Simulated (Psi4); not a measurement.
**AuF (SMILES [F][Au]), run twice**

Aim: the energy in a field of AuF at OLCCD/def2-SVPD (density fitting, core potential, density fitting for correlation, dipole perturbation λ (added as +λ·μ, a field of −λ) (0, 0.02, 0) a.u.).

Program for the calculation: Psi4 1.11.

2 further runs of the same task are left out: 2 set aside as unsound or not needed.

## Step 1: The molecule

AuF has 2 atoms, charge 0, and is taken as a singlet. SMILES: `[F][Au]`. The shape is that of a PBE0-D4/def2-TZVP optimisation.

Bond lengths: F1–Au2 1.939 Å.

## Step 2: The input as first written

Contents of job.in:

```
memory 1.6 GB

molecule {
  0 2
  F
  Au 1 r2

  r2 = 1.938742
  units angstrom
  symmetry c1
  no_reorient
  no_com
}

set {
  basis           def2-SVPD
  scf_type        df
  num_frozen_docc 1
  cc_type         df
  perturb_h       true
  perturb_with    dipole
  perturb_dipole  [0.0, 0.02, 0.0]
}

E, wfn = energy("olccd", return_wfn=True)
```

The run is started by

```console
psi4 -i job.in -o job.out -n 1
```

job.out:

```text
Psi4 1.11 release

qcelemental.exceptions.ValidationError: Inconsistent or unspecified chg/mult: sys chg: None, frag chg: [0.0], sys mult: None, frag mult: [2]

Printing out the relevant lines from the Psithon --> Python processed input file:
    from psi4.driver.wrapper_database import database, db, DB_RGT, DB_RXN
    from psi4.driver.wrapper_autofrag import auto_fragments
    psi4_io = core.IOManager.shared_object()
    core.set_memory_bytes(1600000000)

--> geometry("""
      0 2
      F
      Au 1 r2
      r2 = 1.938742
      units angstrom

!----------------------------------------------------------------------------------!
!                                                                                  !
!  Inconsistent or unspecified chg/mult: sys chg: None, frag chg: [0.0], sys mult: !
!     None, frag mult: [2]                                                         !
!                                                                                  !
!----------------------------------------------------------------------------------!

    Psi4 run time: 0:00:00.00
```

It took 0.63 s on 1 thread of Intel Xeon 6975P-C (Granite Rapids), shared host; peak memory 0.13 GiB.

## Step 3: Diagnosis

The input was rejected.

The log says `qcelemental.exceptions.ValidationError: Inconsistent or unspecified chg/mult: sys chg: None, frag chg: [0.0], sys mult: None, frag mult: [2]`. What is wrong: the spin state typed doesn't suit the molecule. To mend it: multiplicity 1 in place of 2.

## Step 4: Second attempt

Contents of input.dat:

```
memory 1600 MB

molecule geom {
  F
  Au 1 r2

  r2 = 1.938742
  symmetry c1
  no_reorient
  no_com
}

set globals {
  basis def2-SVPD
  scf_type df
  num_frozen_docc 1
  cc_type df
  perturb_h true
  perturb_with dipole
  perturb_dipole [0.0, 0.02, 0.0]
}

result = energy("olccd")
```

The run is started by

```console
psi4 -n 1 input.dat output.dat
```

output.dat:

```text
[...]
    !!!  WARNING: ECP capability is in beta. Please check occupations closely.  !!!
[...]
  Running in c1 symmetry.
[...]
  Nuclear repulsion =   46.674236708427429
[...]
  Multiplicity = 1
[...]
  Nalpha       = 14
  Nbeta        = 14
[...]
    Number of basis functions: 58
[...]
   @DF-RHF iter   1:  -234.00172447036587   -6.14541e-01   8.56925e-03 DIIS/ADIIS
[...]
   @DF-RHF iter  15:  -234.11957314068565   -1.22213e-12   2.54642e-09 DIIS
[...]
    Orbital Energies [Eh]
    ---------------------
    Doubly Occupied:
       1A    -26.183520     2A     -4.744825     3A     -2.789641
       4A     -2.779501     5A     -2.779497     6A     -1.413339
       7A     -0.600011     8A     -0.576544     9A     -0.575882
      10A     -0.500663    11A     -0.500657    12A     -0.469448
      13A     -0.469346    14A     -0.422439
[...]
  @DF-RHF Final Energy:  -234.11957314068565
   => Energetics <=
    Nuclear Repulsion Energy =             46.6742367084274292
    One-Electron Energy =                -471.9769945798005892
    Two-Electron Energy =                 191.1831847306875147
    Total Energy =                       -234.1195731406856453
[...]
 Multipole Moments:
 ------------------------------------------------------------------------------------
     Multipole            Electronic (a.u.)      Nuclear  (a.u.)        Total (a.u.)
 ------------------------------------------------------------------------------------
 L = 1.  Multiply by 2.5417464519 to convert [e a0] to [Debye]
 Dipole X            :         -0.0000000            0.0000000           -0.0000000
 Dipole Y            :         -0.4380200            0.0000000           -0.4380200
 Dipole Z            :         26.2370583          -23.9489814            2.2880769
 Magnitude           :                                                    2.3296260
[...]
	Warning: cc_lambda option is changed to TRUE
	For this residual convergence, default PCG convergence is:     1.00e-07
[...]
	DF-MP2 Total Energy (a.u.)         :  -234.66833039434604
[...]
```

Wall time 9.9 s (1 thread of Intel Xeon 6975P-C (Granite Rapids), shared host); peak memory 0.22 GiB.

## Step 5: Summary of results

At OLCCD/def2-SVPD (density fitting, core potential, density fitting for correlation, dipole perturbation λ (added as +λ·μ, a field of −λ) (0, 0.02, 0) a.u.):

| quantity | value |
| --- | --- |
| total energy | -234.65485 Eh |
| HOMO–LUMO gap (Hartree–Fock orbitals) | 10.56 eV |
| correlation energy (1 core orbital frozen) | -535.3 mEh |
